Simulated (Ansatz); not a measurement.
# Alloy of AlN and SiC (6 of 16 Al sites, 6 of 16 N sites exchanged), 32 atoms with displaced atoms

Wanted: the effect of changed settings on energy, forces, pressure and convergence.

Method: density functional theory in Ansatz 0.2.0, PAW datasets, plane waves.

1 further run of the same task is left out (it didn't finish).

## (1) The system as built

32 atoms (6 Si, 10 Al, 10 N, 6 C); a = 6.199 Å, b = 5.368 Å, c = 10.016 Å, α = 90.00°, β = 90.00°, γ = 90.00°. All atoms were shaken off their sites by about 0.10 Å along each axis.

As a file:

```
CELL_PARAMETERS angstrom
6.19890 0.00000 0.00000
0.00000 5.36841 0.00000
0.00000 0.00000 10.01573
ATOMIC_POSITIONS crystal
Si 0.28104 0.16241 0.25845
Si 0.51350 0.67789 0.73624
Si 0.01311 0.31908 0.48819
Si 0.00328 0.32523 0.98469
Si 0.49921 0.35841 0.46966
Si 0.23062 0.81856 0.49435
Al 0.24283 0.17017 0.74014
Al 0.01012 0.67528 0.25106
Al 0.00762 0.65861 0.74518
Al 0.76464 0.17682 0.24991
Al 0.75719 0.19142 0.72528
Al 0.48109 0.67180 0.26167
Al 0.49422 0.32603 0.00455
Al 0.23747 0.80824 0.98329
Al 0.75881 0.84111 0.49691
Al 0.76785 0.84086 0.99714
N 0.98047 0.34530 0.19325
N 0.48151 0.32594 0.19082
N 0.49744 0.33384 0.68769
N 0.27152 0.86234 0.67449
N 0.77042 0.84938 0.18249
N 0.23006 0.19811 0.45022
N 0.22076 0.16226 0.95651
N 0.97117 0.68908 0.94938
N 0.73768 0.17518 0.93458
N 0.50269 0.67920 0.93565
C 0.98694 0.32953 0.68989
C 0.24978 0.86357 0.19194
C 0.77277 0.83249 0.67080
C 0.99296 0.65810 0.43224
C 0.76451 0.15688 0.43907
C 0.51377 0.66424 0.43063
```

## (2) Single point with PBEsol

Input file in.yaml:

```yaml
crystal:
  lattice:
    - [6.198905, 0.000000, 0.000000]
    - [0.000000, 5.368409, 0.000000]
    - [0.000000, 0.000000, 10.015729]
  atoms:
    - { symbol: Si, position: [0.281043, 0.162406, 0.258449] }
    - { symbol: Si, position: [0.513503, 0.677892, 0.736243] }
    - { symbol: Si, position: [0.013111, 0.319076, 0.488186] }
    - { symbol: Si, position: [0.003280, 0.325232, 0.984693] }
    - { symbol: Si, position: [0.499205, 0.358412, 0.469665] }
    - { symbol: Si, position: [0.230624, 0.818559, 0.494355] }
    - { symbol: Al, position: [0.242833, 0.170170, 0.740141] }
    - { symbol: Al, position: [0.010121, 0.675278, 0.251058] }
    - { symbol: Al, position: [0.007619, 0.658612, 0.745179] }
    - { symbol: Al, position: [0.764643, 0.176819, 0.249906] }
    - { symbol: Al, position: [0.757188, 0.191417, 0.725277] }
    - { symbol: Al, position: [0.481092, 0.671796, 0.261669] }
    - { symbol: Al, position: [0.494215, 0.326031, 0.004550] }
    - { symbol: Al, position: [0.237473, 0.808238, 0.983293] }
    - { symbol: Al, position: [0.758814, 0.841111, 0.496914] }
    - { symbol: Al, position: [0.767851, 0.840865, 0.997141] }
    - { symbol: N, position: [0.980474, 0.345298, 0.193247] }
    - { symbol: N, position: [0.481507, 0.325940, 0.190820] }
    - { symbol: N, position: [0.497438, 0.333844, 0.687686] }
    - { symbol: N, position: [0.271519, 0.862344, 0.674494] }
    - { symbol: N, position: [0.770422, 0.849380, 0.182493] }
    - { symbol: N, position: [0.230061, 0.198105, 0.450224] }
    - { symbol: N, position: [0.220764, 0.162255, 0.956512] }
    - { symbol: N, position: [0.971167, 0.689078, 0.949380] }
    - { symbol: N, position: [0.737681, 0.175181, 0.934581] }
    - { symbol: N, position: [0.502686, 0.679201, 0.935650] }
    - { symbol: C, position: [0.986943, 0.329528, 0.689889] }
    - { symbol: C, position: [0.249777, 0.863573, 0.191942] }
    - { symbol: C, position: [0.772775, 0.832494, 0.670804] }
    - { symbol: C, position: [0.992964, 0.658102, 0.432245] }
    - { symbol: C, position: [0.764510, 0.156879, 0.439072] }
    - { symbol: C, position: [0.513766, 0.664235, 0.430634] }
kpoints:
  mp_grid: { grid: [2, 2, 2], shift: [0.5, 0.5, 0.5] }
hamiltonian:
  xc: pbesol
scf:
  occupations: { method: fermi_dirac, width: 0.01 }
output:
  forces: true
  eigenvalues: true
  stress: true
  populations: true
```

The run is started by

```bash
$ ansatz run in.yaml --threads 8 --pin off --max-ram 13300MiB --runs-dir r --events-out ev --progress --plain
```

## (3) Run again with smearing width 0.5 eV, dispersion D3(BJ) with three-body term

in.yaml, as its differences from that of step 2:

```diff
@@ -42,4 +42,6 @@
   xc: pbesol
+  dispersion: d3bjatm
 scf:
-  occupations: { method: fermi_dirac, width: 0.01 }
+  occupations: { method: fermi_dirac, width: 0.5 }
+  max_iter: 50
 output:
@@ -48,2 +50 @@
   stress: true
-  populations: true
```

## (4) Changed settings: starting moment 8 μB

in.yaml, as its differences from that of step 3:

```diff
@@ -42,5 +42,7 @@
   xc: pbesol
-  dispersion: d3bjatm
+magnetization:
+  spin_polarized: true
+  initial_magnetization: 8
 scf:
-  occupations: { method: fermi_dirac, width: 0.5 }
+  occupations: { method: fermi_dirac, width: 0.01 }
   max_iter: 50
@@ -50 +52,5 @@
   stress: true
+  write_density: true
+  write_potential: true
+  elf: true
+  volumetric_format: npy
```

## (5) Changed settings: smearing width 0.5 eV

in.yaml, as its differences from that of step 4:

```diff
@@ -42,8 +42,5 @@
   xc: pbesol
-magnetization:
-  spin_polarized: true
-  initial_magnetization: 8
 scf:
-  occupations: { method: fermi_dirac, width: 0.01 }
-  max_iter: 50
+  occupations: { method: fermi_dirac, width: 0.5 }
+  max_iter: 60
 output:
@@ -52,5 +49 @@
   stress: true
-  write_density: true
-  write_potential: true
-  elf: true
-  volumetric_format: npy
```

## (6) Changed settings: mixer anderson, mixing beta 0.6

in.yaml, as its differences from that of step 5:

```diff
@@ -43,4 +43,5 @@
 scf:
-  occupations: { method: fermi_dirac, width: 0.5 }
+  occupations: { method: fermi_dirac, width: 0.01 }
   max_iter: 60
+  mixing: { beta: 0.6, algorithm: anderson }
 output:
```

Before running it: what results should come out? Wanted: for each run, settings; status; energy from base; forces from base.

The runs gave:

| settings | status | cycles | time | energy from base (meV/atom) | forces from base (eV/Å rms) | filled to empty level on the mesh (eV) |
| --- | --- | --- | --- | --- | --- | --- |
| base | converged | 8 | 5.1 s (8 CPU threads) | 0 | 0 | 2.39 |
| smearing width 0.5 eV, dispersion D3(BJ) with three-body term | converged, settings too loose | 7 | 4.9 s (8 CPU threads) | - | 0.135 | - |
| starting moment 8 μB | converged | 17 | 18 s (8 CPU threads) | 0.0 | 0.000 | 2.39 |
| smearing width 0.5 eV | converged, settings too loose | 7 | 4.3 s (8 CPU threads) | +14.1 | 0.135 | - |
| mixer anderson, mixing beta 0.6 | converged | 8 | 4 s (8 CPU threads) | 0.0 | 0.000 | 2.39 |

**What this shows.** Among these variants the forces move most with smearing width 0.5 eV, dispersion D3(BJ) with three-body term (0.135 eV/Å rms). The base mesh is coarse for so small a cell, so pressure, spacing and their changes aren't converged values of the solid.
